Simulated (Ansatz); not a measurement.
# Lu (dhcp type): how the settings move a single-point run

Question: which choices in the input matter for Lu (dhcp type)?

Program: Ansatz 0.2.0. Level of theory: reference: DFT, PBE, PAW with Ansatz's default frozen-core files, scalar-relativistic. These are calculated values, not measurements.

3 further runs of the same task are left out: 3 that didn't finish.

### Step 1. Starting point

Symmetry: P6_3/mmc, No. 194, hexagonal system. Conventional cell: a = 2.753 Å, b = 2.753 Å, c = 8.862 Å, α = 90.00°, β = 90.00°, γ = 120.00°. Lu (site symmetry -3m) has 12 Lu at 2.73 to 2.75 Å as nearest neighbours. Lu (site symmetry -6m2) has 12 Lu at 2.73 to 2.75 Å as nearest neighbours.

Structure file:

```cif
data_structure
_symmetry_space_group_name_H-M 'P 1'
_symmetry_Int_Tables_number 1
_cell_length_a 2.7529
_cell_length_b 2.7529
_cell_length_c 8.8624
_cell_angle_alpha 90.000
_cell_angle_beta 90.000
_cell_angle_gamma 120.000
_cell_volume 58.17
loop_
_atom_site_label
_atom_site_type_symbol
_atom_site_fract_x
_atom_site_fract_y
_atom_site_fract_z
_atom_site_occupancy
Lu1 Lu 0.00000 0.00000 0.00000 1
Lu2 Lu 0.00000 0.00000 0.50000 1
Lu3 Lu 0.33333 0.66667 0.25000 1
Lu4 Lu 0.66667 0.33333 0.75000 1
```

### Step 2. Baseline

input.yaml reads:

```yaml
crystal:
  lattice:
    - [2.7529421967, 0.0, 0.0]
    - [-1.3764710983, 2.3841178775, 0.0]
    - [0.0, 0.0, 8.8624354132]
  atoms:
    - { symbol: Lu, position: [0.0, 0.0, 0.0] }
    - { symbol: Lu, position: [0.0, 0.0, 0.5] }
    - { symbol: Lu, position: [0.3333333333, 0.6666666667, 0.25] }
    - { symbol: Lu, position: [0.6666666667, 0.3333333333, 0.75] }
kpoints:
  mp_grid: { grid: [10, 10, 3] }
scf:
  occupations: { method: fermi_dirac, width: 0.1 }
hamiltonian:
  xc: pbe
  pseudopotentials: { kind: paw }
output:
  forces: true
  stress: true
  eigenvalues: true
  populations: true
  write_density: true
  write_potential: true
  elf: true
  volumetric_format: npy
```

Run with:

```bash
$ ansatz run input.yaml --threads 1 --pin off --max-ram 3072MiB --backend cpu --events-out ev --progress --plain --runs-dir out
```

### Step 3. Variant: occupations.method methfessel_paxton, occupations.width 0.2

Edit input.yaml of step 2 so:

```diff
@@ -13,3 +13,3 @@
 scf:
-  occupations: { method: fermi_dirac, width: 0.1 }
+  occupations: { method: methfessel_paxton, width: 0.2 }
 hamiltonian:
@@ -22,5 +22 @@
   populations: true
-  write_density: true
-  write_potential: true
-  elf: true
-  volumetric_format: npy
```

**Question.** What will these runs give? Wanted: for each run, ending; energy change; pressure; gap; force.

The runs gave:

| run | ending | energy change | pressure (GPa) | gap (eV) | force (eV/Å) | cycles | time |
| --- | --- | --- | --- | --- | --- | --- | --- |
| reference | converged | 0 | 100.1 | 0.00 | 0.00 | 9 | 16 s |
| 1: occupations.method methfessel_paxton, occupations.width 0.2 | converged | -0.1 meV/atom (σ→0) | 100.1 | 0.00 | 0.00 | 9 | 13 s |

Times don't compare one to one where runs were asked for different outputs or read a saved state (see the inputs); cycles may leave out searches for a lower state.

Residual by cycle in the longest SCF loop of each run; runs are numbered as in the table. The quantity is the density residual dr2, in eV.

| cycle | reference | run 1 |
| --- | --- | --- |
| 1 | 0.0227 | 0.0256 |
| 2 | 0.00364 | 0.00482 |
| 3 | 0.00436 | 0.00496 |
| 4 | 6.2e-4 | 3.9e-4 |
| 5 | 9.5e-5 | 9.6e-5 |
| 6 | 5.1e-5 | 6.1e-5 |
| 7 | 5.7e-6 | 1.2e-5 |
| 8 | 3.9e-7 | 1.0e-6 |
| 9 | 1.6e-8 | 6.1e-8 |

Changing the smearing hardly moves the energy: -0.1 meV/atom. The structure is not at rest: the sound run finds 100 GPa, so these are no properties of the relaxed crystal. 
